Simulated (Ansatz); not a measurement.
# YAl2Pd5: the cost of one run

Program: Ansatz 0.2.0. Level of theory: DFT r2SCAN, scalar-relativistic, plane waves, PAW. These are calculated values, not measurements.

1 further run of the same task is left out (set aside as unsound or not needed).

**1. Starting point**

The structure is tetragonal, space group I4/mmm (No. 139). Conventional cell: a = 4.110 Å, b = 4.110 Å, c = 14.874 Å, α = 90.00°, β = 90.00°, γ = 90.00°. Around Y (site symmetry 4/mmm) lie 12 Pd at 2.91 to 2.98 Å. Al (site symmetry 4mm) has 8 Pd at 2.55 to 2.61 Å and 4 Al at 2.91 Å as nearest neighbours. Pd (site symmetry 4/mmm) has 4 Y at 2.91 Å and 8 Pd at 2.98 Å as nearest neighbours. Pd (site symmetry 2mm) has 4 Al at 2.55 to 2.61 Å and 6 Pd at 2.91 to 2.98 Å and 2 Y at 2.98 Å as nearest neighbours.

As a file:

```
Y Al Pd
1.0
    -2.05521    2.05521    7.43707
     2.05521   -2.05521    7.43707
     2.05521    2.05521   -7.43707
Y Al Pd
1 2 5
Direct
  0.00000 0.00000 0.00000
  0.74670 0.74670 0.00000
  0.25330 0.25330 0.00000
  0.50000 0.50000 0.00000
  0.85524 0.35524 0.50000
  0.35524 0.85524 0.50000
  0.14476 0.64476 0.50000
  0.64476 0.14476 0.50000
```

It goes back to an entry of the Materials Project.

This cell was relaxed beforehand with the same method: volume 15.71 Å³/atom, gap on the mesh none (metal).

**2. Electronic structure at the relaxed geometry**

File input.yaml:

```yaml
crystal:
  lattice:
    - [-2.0552146081, 2.0552146081, 7.4370652474]
    - [2.0552146081, -2.0552146081, 7.4370652474]
    - [2.0552146081, 2.0552146081, -7.4370652474]
  atoms:
    - { symbol: "Y", position: [0.0, 0.0, 0.0] }
    - { symbol: Al, position: [0.7466969394, 0.7466969394, 0.0] }
    - { symbol: Al, position: [0.2533030606, 0.2533030606, 0.0] }
    - { symbol: Pd, position: [0.5, 0.5, 0.0] }
    - { symbol: Pd, position: [0.8552359074, 0.3552359074, 0.5] }
    - { symbol: Pd, position: [0.3552359074, 0.8552359074, 0.5] }
    - { symbol: Pd, position: [0.1447640926, 0.6447640926, 0.5] }
    - { symbol: Pd, position: [0.6447640926, 0.1447640926, 0.5] }
basis:
  ecutwfc: 500
kpoints:
  mp_grid: { grid: [12, 12, 12] }
  band_path:
    path:
      - [[0.0, 0.0, 0.0], [0.0, 0.0, 0.5], [0.25, 0.25, 0.25], [0.0, 0.5, 0.0], [0.0, 0.0, 0.0], [0.5, 0.5, -0.5], [0.26909199, 0.73090801, -0.26909199]]
      - [[-0.26909199, 0.26909199, 0.26909199], [0.0, 0.0, 0.0]]
      - [[0.0, 0.0, 0.5], [-0.03818398, 0.03818398, 0.5]]
      - [[0.5, 0.5, -0.03818398], [0.5, 0.5, -0.5]]
    npoints: 14
hamiltonian:
  xc: r2scan
scf:
  occupations: { method: gaussian, width: 0.1 }
  n_extra_bands: 20
output:
  forces: true
  stress: true
  eigenvalues: true
  populations: true
  dos: { projected: true, de: 0.02, nscf_kmesh: { grid: [18, 18, 18] } }
  bader: true
  write_density: true
  write_potential: true
  elf: true
  volumetric_format: npy
```

Launch:

```sh
$ ansatz run input.yaml --threads 2 --pin off --max-ram 5120MiB --backend cpu --events-out ev --progress --plain --runs-dir out
```

**Question.** How long does this run take on 2 threads of Arm Neoverse V2, shared host, and how much memory does it need?

About 5.8 min, with a peak of 3.2 GiB.
